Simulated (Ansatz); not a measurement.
# C₃H₂F₆: a ladder of functionals and wavefunction methods

An exercise on one series of results from a longer session: the logs are not shown, and one member is left open.

Program: Ansatz 0.2.0, Gaussian basis. Level of theory: functionals in def2-TZVPP, the program's frozen cores in correlated methods. These are calculated values, not measurements.

Levels to be run: LDA (SPW92), PBE-D4, revPBE-D4, BLYP-D4, r2SCAN-D4, B97M-V, PBE0-D4, B3LYP-D4, r2SCANh-D4, r2SCAN0-D4, HSE06-D4, BHLYP-D4, CAM-B3LYP-D4, LC-ωPBE, ωB97X-V, ωB97M-V, B2PLYP, PBE-QIDH; CCSD(T)/def2-SVP; CCSD(T)/def2-TZVPP; MP2/def2-QZVPP; extrapolation to the limit; RPA on PBE.

### The relaxed structure

An earlier PBE0-D4 in a triple-zeta def2 set relaxation fixed the geometry.

SMILES `FC(F)C(F)C(F)(F)F`, 11 atoms, charge 0, spin multiplicity 1.

Atoms are counted from 1 here; the program's logs count them from 0.

Bond lengths: F1–C2 1.351 Å, C2–F3 1.345 Å, C2–C4 1.522 Å, C2–H10 1.095 Å, C4–F5 1.359 Å, C4–C6 1.526 Å, C4–H11 1.095 Å, C6–F7 1.331 Å, C6–F8 1.340 Å, C6–F9 1.326 Å. Angles: F1–C2–F3 108.0°, F1–C2–C4 108.3°, F1–C2–H10 108.7°, F3–C2–C4 110.8°, F3–C2–H10 109.1°, C4–C2–H10 111.7°, C2–C4–F5 110.2°, C2–C4–C6 113.1°, C2–C4–H11 108.0°, F5–C4–C6 108.9°, F5–C4–H11 109.4°, C6–C4–H11 107.1°, C4–C6–F7 110.2°, C4–C6–F8 109.1°, C4–C6–F9 112.8°, F7–C6–F8 108.1°, F7–C6–F9 108.2°, F8–C6–F9 108.3°.

The first run:

in.yaml

```yaml
crystal:
  periodic: [false, false, false]
  atoms:
    - {symbol: F, position_ang: [-1.720676, 0.099810, -1.673573]}
    - {symbol: C, position_ang: [-1.135549, 0.362316, -0.483983]}
    - {symbol: F, position_ang: [-1.044652, 1.697448, -0.350317]}
    - {symbol: C, position_ang: [0.245792, -0.277174, -0.478261]}
    - {symbol: F, position_ang: [1.047135, 0.328636, -1.394014]}
    - {symbol: C, position_ang: [0.925786, -0.221699, 0.887011]}
    - {symbol: F, position_ang: [2.082806, -0.878028, 0.851662]}
    - {symbol: F, position_ang: [0.138461, -0.816267, 1.794309]}
    - {symbol: F, position_ang: [1.165525, 1.017964, 1.290897]}
    - {symbol: H, position_ang: [-1.769554, -0.035293, 0.314846]}
    - {symbol: H, position_ang: [0.130326, -1.334713, -0.738077]}
basis:
  gaussian: {orbitals: def2-TZVPP}
hamiltonian: {xc: lda}
output: {orbitals: {seedname: orbitals}}
```

Started as:

```console
> ansatz run in.yaml --threads 2 --pin off --events-out ev --progress --plain --max-ram 22528MiB --backend cuda --devices 0, --max-vram 18GiB
```

Steps of the session up to this table: LDA; PBE-D4 (GGA); revPBE-D4 (GGA); BLYP-D4 (GGA); r2SCAN-D4 (meta-GGA); B97M-V (meta-GGA); PBE0-D4 (hybrid); B3LYP-D4 (hybrid); r2SCANh-D4 (hybrid); r2SCAN0-D4 (hybrid); HSE06-D4 (hybrid); BHLYP-D4 (hybrid); CAM-B3LYP-D4 (range-separated); LC-ωPBE (range-separated); ωB97X-V (range-separated); ωB97M-V (range-separated); B2PLYP (double hybrid); PBE-QIDH (double hybrid).

One table of the session follows, with a row left open; its other results are not shown here.

It belongs to the step «Orbital energies across the functionals». 

```
  functional  HOMO (eV)  LUMO (eV)  gap (eV)
 LDA (SPW92)      -8.57      -0.63      7.94
      PBE-D4      -8.37      -0.28      8.09
   revPBE-D4          ?          ?         ?
     BLYP-D4      -8.36      -0.21      8.14
   r2SCAN-D4      -8.79       0.14      8.93
      B97M-V      -8.97       0.10      9.07
     PBE0-D4     -10.21       0.83     11.04
    B3LYP-D4     -10.00       0.48     10.49
  r2SCANh-D4      -9.48       0.54     10.02
  r2SCAN0-D4     -10.50       1.12     11.62
    HSE06-D4      -9.79       0.45     10.24
    BHLYP-D4     -12.06       1.70     13.76
CAM-B3LYP-D4     -11.79       1.77     13.56
     LC-ωPBE     -13.02       3.15     16.17
     ωB97X-V     -12.71       2.99     15.70
     ωB97M-V     -12.63       2.61     15.24
```

Estimate the missing values for revPBE-D4.

**Answer.** HOMO (eV): -8.27; LUMO (eV): -0.13; gap (eV): 8.14. In the column «HOMO (eV)» it is the highest.
